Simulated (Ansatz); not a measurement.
What does this script print? It uses Ansatz 0.2.0, Python API.

`run_sym.py`
```python
# -*- coding: utf-8 -*-
import ansatz as az
import numpy as np

system = (
    az.Lattice.cubic(6.2057)
    .space_group(221)
    .atom("Cs", (0.0, 0.0, 0.0))
    .atom("Sn", (0.5, 0.5, 0.5))
    .atom("I", (0.0, 0.5, 0.5))
)

read = system.crystallographic_orbits()
print("group", read["space_group"], read["hermann_mauguin"], "conventional content", read["formula"])
print("orbits:", [orbit["symbol"] + " " + str(orbit["wyckoff"]) for orbit in read["orbits"]])
for pair in read["least_distances"]:
    print(f"  shortest {pair['first']}-{pair['second']}: {pair['distance_ang']:.3f} A")
print("atoms in the primitive and conventional cells:", len(system.primitive().resolved().sites), len(system.conventional().resolved().sites))
built = system.resolved()
vectors = np.array(built.lattice.vectors)
print("cell vectors (A)")
print(vectors.round(4) + 0.0)
for index, site in enumerate(built.sites):
    print(index, site.symbol, np.round(site.position, 4) + 0.0)
try:
    print({label: tuple(round(v, 4) for v in k) for label, k in az.high_symmetry_points(vectors.tolist()).items()})
except Exception as error:
    print("no labels:", error)
```

`python run_sym.py` gives:
```text
group 221 Pm-3m conventional content Cs1Sn1I3
orbits: ['Cs 1a', 'Sn 1b', 'I 3c']
  shortest Cs-Cs: 6.206 A
  shortest Cs-Sn: 5.374 A
  shortest Cs-I: 4.388 A
  shortest Sn-Sn: 6.206 A
  shortest Sn-I: 3.103 A
  shortest I-I: 4.388 A
atoms in the primitive and conventional cells: 5 5
cell vectors (A)
[[6.2057 0.     0.    ]
 [0.     6.2057 0.    ]
 [0.     0.     6.2057]]
0 Cs [0. 0. 0.]
1 Sn [0.5 0.5 0.5]
2 I [0.  0.5 0.5]
3 I [0.5 0.  0.5]
4 I [0.5 0.5 0. ]
{'M': (0.5, 0.5, 0.0), 'R': (0.5, 0.5, 0.5), 'X': (0.0, 0.5, 0.0), 'Γ': (0.0, 0.0, 0.0)}
```

(A comment or docstring line of the script was reworded after the run, the code is as it ran.)
